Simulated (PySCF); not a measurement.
# CH4BNP2: the cost of one run

The runs use PySCF 2.14.0, with density-fitted response routines of our own; the level of theory stands in each step. All values are computed, except where a source is named. Atoms are numbered from 0 throughout.

## 1. The molecule as given

9 atoms, charge 0, multiplicity 1; geometry from: GFN2-xTB. The atoms were then displaced at random by about 0.01 Å, so the start is not that level's minimum.

Bonds of the start (Å): N0–C1 1.14, C1–B2 1.51, B2–P3 1.91, B2–P4 1.86, P3–H5 1.38, P3–H6 1.36, P4–H7 1.38, P4–H8 1.41.

## 2. Geometry optimisation at PBE0-D3(BJ)/def2-SVP

The job: settings as JSON, then the geometry in Å.

```
{"job": {"xc": "PBE0", "basis": "def2-SVP", "d3": "d3bj", "grid": 1, "shake": 0.01, "kind": "geom"}, "charge": 0, "multiplicity": 1}
N      0.359590     2.810920     0.265310
C      0.160630     1.719520     0.022900
B     -0.059620     0.241810    -0.218060
P      1.382820    -0.723560    -1.016860
P     -1.781420    -0.448620    -0.070860
H      1.270600    -1.920630    -0.329500
H      2.449050    -0.231130    -0.323120
H     -1.518760    -1.664170     0.525840
H     -2.205090     0.198710     1.110620
```

Command:

```
OMP_NUM_THREADS=1 python probes_run.py task.json out
```

One launch serves the whole session: the jobs run in the order shown.

**Question.** How long does this first job take on 1 thread of Arm Neoverse N1, shared host, and how much memory does it need?

About 29 s, with a peak of 0.41 GiB.
